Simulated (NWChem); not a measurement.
# C2H5BrSi (SMILES C=C[SiH2]Br): levels of theory compared

We compute a comparison of 3 runs (HF/STO-3G, HF/3-21G, B3LYP/6-31G*) of C2H5BrSi. 

The results are computed with NWChem 7.3.0.

### 1 The structure to begin with

The species is C2H5BrSi (9 atoms), meant as a singlet with charge 0. SMILES: `C=C[SiH2]Br`. Geometry: relaxed at PBE0-D4/def2-TZVP. This is one conformer, not always the lowest.

Bond lengths: C1–C2 1.330 Å, C2–Si3 1.848 Å, Si3–Br4 2.229 Å, C1–H5 1.087 Å, C1–H6 1.086 Å, C2–H7 1.088 Å, Si3–H8 1.482 Å, Si3–H9 1.482 Å. Some angles: C1–C2–Si3 121.7°, C2–Si3–Br4 110.1°, C1–C2–H7 119.0°, Si3–C2–H7 119.3°, C2–C1–H5 121.7°, C2–C1–H6 122.2°, C2–Si3–H8 112.1°, C2–Si3–H9 109.5°, Br4–Si3–H8 106.2°, Br4–Si3–H9 108.1°.

### 2 Energy and gradient at HF/STO-3G (run 1)

run.py reads:

```python
from ase import Atoms
from ase.calculators.nwchem import NWChem

molecule = Atoms(['C', 'C', 'Si', 'Br', 'H', 'H', 'H', 'H', 'H'], positions=[
    [-0.405800, 1.503800, -0.203200],
    [0.453600, 0.497400, -0.339700],
    [0.141700, -1.157500, 0.421400],
    [-0.025700, -2.710900, -1.167900],
    [-1.333400, 1.391900, 0.351400],
    [-0.224600, 2.482300, -0.638800],
    [1.365200, 0.657100, -0.912000],
    [1.255000, -1.586100, 1.301400],
    [-1.137400, -1.124500, 1.170100],
])

calc = NWChem(
    label='calc',
    theory='scf',
    memory='2200 mb',
    basis='STO-3G',
    basispar='spherical bse',
    scf={'nopen': '0', 'rhf': None, 'thresh': '1e-08', 'maxiter': '80'},
)
molecule.calc = calc

forces = molecule.get_forces()
e = molecule.get_potential_energy()
print(f"E = {e:.6f} eV")
print("forces (eV/A):")
for s, f in zip(molecule.symbols, forces):
    print(f"{s:2s} {f[0]:10.5f} {f[1]:10.5f} {f[2]:10.5f}")
print("dipole (e A):", molecule.get_dipole_moment().round(4))
```

Run with:

```console
$ export ASE_NWCHEM_COMMAND="nwchem PREFIX.nwi > PREFIX.nwo"
$ python run.py
```

Standard output:

```text
E = -79130.709684 eV
forces (eV/A):
C     1.10686   -1.17217   -0.24914
C    -0.95887    1.17021    0.21433
Si   -0.15123   -0.81041    1.21207
Br   -0.00031    0.27907    0.26621
H     0.10696    0.14434   -0.08541
H    -0.10485   -0.08690    0.07785
H    -0.22024   -0.02669    0.15421
H    -1.17530    0.54209   -0.84893
H     1.39698   -0.03959   -0.74125
dipole (e A): [0.0392 0.3901 0.335 ]
```

The calculator wrote calc.nwi:

```
title "calc"

permanent_dir calc

scratch_dir calc

start calc

geometry units angstrom nocenter noautosym noautoz
  C  -4.0579999999999999e-01 1.5038000000000000e+00 -2.0319999999999999e-01
  C  4.5360000000000000e-01 4.9740000000000001e-01 -3.3970000000000000e-01
  Si 1.4169999999999999e-01 -1.1575000000000000e+00 4.2140000000000000e-01
  Br -2.5700000000000001e-02 -2.7109000000000001e+00 -1.1678999999999999e+00
  H  -1.3333999999999999e+00 1.3918999999999999e+00 3.5139999999999999e-01
  H  -2.2459999999999999e-01 2.4823000000000000e+00 -6.3880000000000003e-01
  H  1.3652000000000000e+00 6.5710000000000002e-01 -9.1200000000000003e-01
  H  1.2549999999999999e+00 -1.5861000000000001e+00 1.3013999999999999e+00
  H  -1.1374000000000000e+00 -1.1245000000000001e+00 1.1700999999999999e+00
end

memory 2200 mb

basis spherical bse noprint
   * library STO-3G
end

scf
  nopen 0
  rhf
  thresh 1e-08
  maxiter 80
end

task scf gradient
```

calc.nwo:

```text
Northwest Computational Chemistry Package (NWChem) 7.3.0
             --------------------------------------------------------

           Job information
           ---------------

    nwchem branch   = 7.3.0
    use scalapack   = T
    input           = calc.nwi
    prefix          = calc.
    data base       = calc/calc.db
    status          = startup
    nproc           =        1

           Memory information
           ------------------

[... 5 lines left out ...]
    hardfail = no
[... 135 lines left out ...]
         Quadratically convergent ROHF
[... 14 lines left out ...]
       Final RHF  results
[... 4 lines left out ...]
      Two-electron energy =   1446.913882960284
[... 51 lines left out ...]
                       ROHF Final Molecular Orbital Analysis
[... 215 lines left out ...]
                 ----------------------------------------
                 |  Time  |  1-e(secs)   |  2-e(secs)   |
                 ----------------------------------------
                 |  CPU   |       0.01   |       2.69   |
                 ----------------------------------------
                 |  WALL  |       0.01   |       2.69   |
                 ----------------------------------------

 Task  times  cpu:       10.7s     wall:       10.7s
 Total times  cpu:       10.7s     wall:       10.7s
```

Wall time 13 s (1 thread of AMD EPYC, shared host); peak memory 0.096 GiB.

### 3 Energy and forces at HF/3-21G (run 2)

nw.nw reads:

```
start nw
memory total 2200 mb

geometry units au noautosym nocenter noautoz
  C  -0.76685086  2.84177015 -0.38399235
  C   0.85717977  0.93994977 -0.64193996
  Si  0.26777419 -2.18735799  0.79633059
  Br -0.04856596 -5.12285855 -2.20701114
  H  -2.51976081  2.63030979  0.66404976
  H  -0.42443249  4.69086716 -1.20715705
  H   2.57985411  1.24173904 -1.72343023
  H   2.37160629 -2.99729461  2.45928958
  H  -2.14937449 -2.12499703  2.21116854
end

basis spherical bse
  C library 3-21G
  Si library 3-21G
  Br library 3-21G
  H library 3-21G
end

scf
  thresh 1e-08
  maxiter 80
  print low
end

task scf gradient
```

Run with:

```console
$ nwchem nw.nw > nw.out
```

Standard output:

```text
[...]
  functions       =    63
[...]
  wavefunction    = RHF
[...]
         Total SCF energy =  -2925.668388655235
      One-electron energy =  -4654.157163168888
      Two-electron energy =   1437.501679528001
 Nuclear repulsion energy =    290.987094985652
        Time for solution =      7.3s
[...]
                         RHF ENERGY GRADIENTS
    atom               coordinates                        gradient
                 x          y          z           x          y          z
   1 C      -0.766851   2.841770  -0.383992   -0.001905   0.000557   0.000928
   2 C       0.857180   0.939950  -0.641940   -0.000777  -0.022489   0.006579
   3 Si      0.267774  -2.187358   0.796331   -0.001901  -0.007961  -0.028373
   4 Br     -0.048566  -5.122859  -2.207011    0.003075   0.024746   0.024414
   5 H      -2.519761   2.630310   0.664050   -0.007001  -0.001890   0.004538
   6 H      -0.424432   4.690867  -1.207157    0.001869   0.007814  -0.003600
   7 H       2.579854   1.241739  -1.723430    0.006879   0.001250  -0.004437
   8 H       2.371606  -2.997295   2.459290    0.001152  -0.001180  -0.000215
   9 H      -2.149374  -2.124997   2.211169   -0.001391  -0.000848   0.000165
 Task  times  cpu:       10.3s     wall:       10.3s
[...]
```

It took 11 s on 1 thread of AMD EPYC, shared host; peak memory 0.098 GiB.

### 4 Energy and forces at B3LYP/6-31G(d) (Cartesian functions) (run 3)

c2h5brsi.nw reads:

```
start c2h5brsi
title "C2H5BrSi gradient"
memory total 2200 mb

geometry noautosym nocenter noautoz
   C    -0.405800    1.503800   -0.203200
   C     0.453600    0.497400   -0.339700
   Si    0.141700   -1.157500    0.421400
   Br   -0.025700   -2.710900   -1.167900
   H    -1.333400    1.391900    0.351400
   H    -0.224600    2.482300   -0.638800
   H     1.365200    0.657100   -0.912000
   H     1.255000   -1.586100    1.301400
   H    -1.137400   -1.124500    1.170100
end

basis
   * library 6-31G*
end

dft
   xc b3lyp
   grid fine
   convergence energy 1e-08
   iterations 100
   mulliken
end

task dft gradient
```

Run with:

```console
$ nwchem c2h5brsi.nw > c2h5brsi.out
```

Standard output:

```text
[...]
          Wavefunction type:  closed shell.
          No. of atoms     :     9
          No. of electrons :    66
[...]
          Charge           :     0
          Spin multiplicity:     1
[...]
          AO basis - number of functions:    94
[...]
              XC Information
              --------------
                         B3LYP Method XC Potential
                     Hartree-Fock (Exact) Exchange  0.200
                        Slater Exchange Functional  0.800 local
                    Becke 1988 Exchange Functional  0.720 non-local
              Lee-Yang-Parr Correlation Functional  0.810
                  VWN I RPA Correlation Functional  0.190 local
[...]
 d= 0,ls=0.0,diis     1  -2942.5693218906 -3.23D+03  1.01D-02  1.62D+00     7.9
[...]
 d= 0,ls=0.0,diis    10  -2942.6193594225 -1.54D-09  1.39D-07  1.05D-10    55.3
         Total DFT energy =    -2942.619359422490
      One electron energy =    -4668.141431667255
           Coulomb energy =     1559.490956483565
    Exchange-Corr. energy =     -124.956000131700
 Nuclear repulsion energy =      290.987115892901
[...]
      Total Density - Mulliken Population Analysis
     ---------------------------------------------
    Atom       Charge   Shell Charges
 -----------   ------   -------------------------------------------------------
    1 C    6     6.30   1.99  0.71  2.04  0.59  0.96  0.01
    2 C    6     6.24   1.99  0.70  2.06  0.58  0.90  0.00
    3 Si  14    13.55   2.00  1.99  5.96  1.06  1.87  0.20  0.31  0.17
    4 Br  35    35.27   2.00  1.99  6.00  1.93  5.99  1.61  3.87  0.38  1.42  7.02  2.95  0.12
    5 H    1     0.84   0.53  0.31
    6 H    1     0.84   0.53  0.31
    7 H    1     0.84   0.53  0.31
    8 H    1     1.05   0.51  0.54
    9 H    1     1.06   0.51  0.55
[...]
  wavefunction    = closed shell
[...]
```

Run time: 80 s. Hardware: 1 thread of AMD EPYC, shared host; peak memory 0.13 GiB.

### 5 The series

```
run                               level  Cartesian functions  iteration cap   energy (Eh)  dipole moment (D)  HOMO energy (eV)  LUMO energy (eV)  wall time
  1                           HF/STO-3G                   no             80  -2907.999968               2.48             -8.18              7.47       13 s
  2                            HF/3-21G                   no             80  -2925.668389                  –                 –                 –       11 s
  3  B3LYP/6-31G* (Cartesian functions)                  yes            100  -2942.619359               2.40             -7.76             -0.91       80 s
```

### 6 Summary of results

| quantity | value |
| --- | --- |
| run 3: total energy | -2942.61936 Eh |
| run 3: dipole moment | 2.40 D |
| run 3: HOMO energy | -7.76 eV |
| run 3: LUMO energy | -0.91 eV |
| run 3: HOMO–LUMO gap | 6.85 eV |
| run 3: largest force on an atom | 0.474 eV/Å |

What this shows: In run 1 the basis is minimal, so the values are rough. All runs together took 1.7 min, the longest 80 s.
